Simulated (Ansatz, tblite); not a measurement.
# The cluster Sn₄H₈: one state, many levels

Aim: run the singlet of the cluster Sn₄H₈ at one geometry on many levels, and compare frontier levels, spin and run time.

The runs use Ansatz 0.2.0, Gaussian basis; as each input shows.

Plan: GFN1-xTB, GFN2-xTB, PBE-D4/def2-TZVP, r2SCAN-D4/def2-TZVP, ωB97M-V/def2-TZVP, LC-ωPBE/def2-TZVP, r2SCAN0-D4/def2-TZVP, PBE-D4/def2-SVP, PBE0-D4/def2-SVP, CCSD(T)/def2-SVP, MP2/def2-TZVP.

7 further runs of the same task are left out: 7 set aside as unsound or not needed.

### 1 The structure

The geometry is that of the singlet, from an earlier relaxation (PBE-D4/def2-SVP). At that level it is the lowest of the isomers that a small search found.

12 atoms, charge 0, spin multiplicity 1.

Bond lengths: Sn1–Sn3 2.839 Å, Sn1–H6 1.735 Å, Sn1–H9 1.743 Å, Sn1–H12 1.873 Å, Sn2–Sn3 2.833 Å, Sn2–Sn4 2.928 Å, Sn2–H5 1.744 Å, Sn2–H10 1.745 Å, Sn3–H8 1.739 Å, Sn3–H11 1.742 Å, Sn4–H7 1.807 Å, Sn4–H12 2.004 Å. Angles: Sn3–Sn1–H6 124.4°, Sn3–Sn1–H9 120.5°, Sn3–Sn1–H12 103.2°, H6–Sn1–H9 106.5°, H6–Sn1–H12 101.3°, H9–Sn1–H12 94.0°, Sn3–Sn2–Sn4 98.9°, Sn3–Sn2–H5 106.9°, Sn3–Sn2–H10 104.6°, Sn4–Sn2–H5 119.5°, Sn4–Sn2–H10 120.2°, H5–Sn2–H10 104.8°, Sn1–Sn3–Sn2 91.4°, Sn1–Sn3–H8 103.5°, Sn1–Sn3–H11 107.0°, Sn2–Sn3–H8 117.8°, Sn2–Sn3–H11 126.2°, H8–Sn3–H11 106.5° and more.

Sn takes a core potential in the def2 sets. No spin-orbit coupling is included.

PBE0-D4/def2-TZVP was run before; its log isn't repeated, and its numbers join the tables.

### 2 GFN1-xTB

Tight binding, by tblite at 300 K electronic temperature and without a spin-polarisation term:

```python
tblite.interface.Calculator('GFN1-xTB', numbers, positions, charge=0, uhf=0).singlepoint()
```

Energy -390.3876 eV, HOMO -10.71 eV, LUMO -7.17 eV; 0.006 s.

### 3 GFN2-xTB

Tight binding, by tblite at 300 K electronic temperature and without a spin-polarisation term:

```python
tblite.interface.Calculator('GFN2-xTB', numbers, positions, charge=0, uhf=0).singlepoint()
```

Energy -340.5379 eV, HOMO -10.63 eV, LUMO -7.66 eV; 0.006 s.

### 4 PBE-D4/def2-TZVP

start.molden holds the orbitals of an earlier run on this state, given as this run's starting guess.

File in.yaml:

```yaml
crystal:
  periodic: [false, false, false]
  atoms:
    - {symbol: Sn, position_ang: [1.940850, -0.008288, 0.161962]}
    - {symbol: Sn, position_ang: [-2.080473, 0.519569, 0.318516]}
    - {symbol: Sn, position_ang: [-0.333648, -1.706969, 0.181274]}
    - {symbol: Sn, position_ang: [-0.300260, 2.559626, -0.795651]}
    - {symbol: H, position_ang: [-3.530008, 0.081039, -0.546195]}
    - {symbol: H, position_ang: [3.033222, 0.151482, -1.177029]}
    - {symbol: H, position_ang: [0.044200, 1.331757, -2.076307]}
    - {symbol: H, position_ang: [-0.220032, -2.555798, -1.331794]}
    - {symbol: H, position_ang: [2.891754, 0.214237, 1.605733]}
    - {symbol: H, position_ang: [-2.565059, 0.595966, 1.993016]}
    - {symbol: H, position_ang: [-0.074868, -2.890736, 1.433390]}
    - {symbol: H, position_ang: [1.194332, 1.708126, 0.233074]}
basis:
  gaussian: {orbitals: def2-TZVP, initial_orbitals: start.molden}
hamiltonian: {xc: pbe, dispersion: d4}
scf: {omitted_lower_state_checks: [starts]}
output: {forces: true, orbitals: {seedname: orbitals}}
```

On the command line:

```console
$ ansatz run in.yaml --threads 4 --pin off --events-out ev --progress --plain --max-ram 4787MiB
```

Further steps of the session: r2SCAN-D4/def2-TZVP; ωB97M-V/def2-TZVP; LC-ωPBE/def2-TZVP; r2SCAN0-D4/def2-TZVP; PBE-D4/def2-SVP; PBE0-D4/def2-SVP; CCSD(T)/def2-SVP; MP2/def2-TZVP.

Before running them: what should the planned runs give, taken together? Wanted: gap in def2-TZVP, named functionals, smallest and largest; correlation energy, CCSD(T)/def2-SVP; correlation energy, MP2/def2-TZVP; binding an atom, CCSD(T)/def2-SVP; PBE0 total energy, smallest basis above largest.

The runs gave:

| quantity | value |
| --- | --- |
| gap in def2-TZVP, named functionals, smallest and largest | 2.46 eV (PBE-D4), 7.92 eV (LC-ωPBE) |
| correlation energy, CCSD(T)/def2-SVP | -14.87 eV |
| correlation energy, MP2/def2-TZVP | -35.29 eV |
| binding an atom, CCSD(T)/def2-SVP | 2.098 eV |
| PBE0 total energy, smallest basis above largest | 0.86 eV (def2-SVP, def2-TZVP) |

**Reading.** Over the named functionals in def2-TZVP the gap runs from 2.46 eV (PBE-D4) to 7.92 eV (LC-ωPBE); exact exchange widens it. The functionals in def2-TZVP miss CCSD(T)/def2-SVP by +0.108 (LC-ωPBE) to +0.180 eV (r2SCAN-D4) an atom. The yardstick is in a double-zeta basis, so levels in larger sets aren't compared like for like. The reference is CCSD(T) in one finite basis, so it carries an error of its own, often a tenth of an eV or more, and near misses can't be ranked.
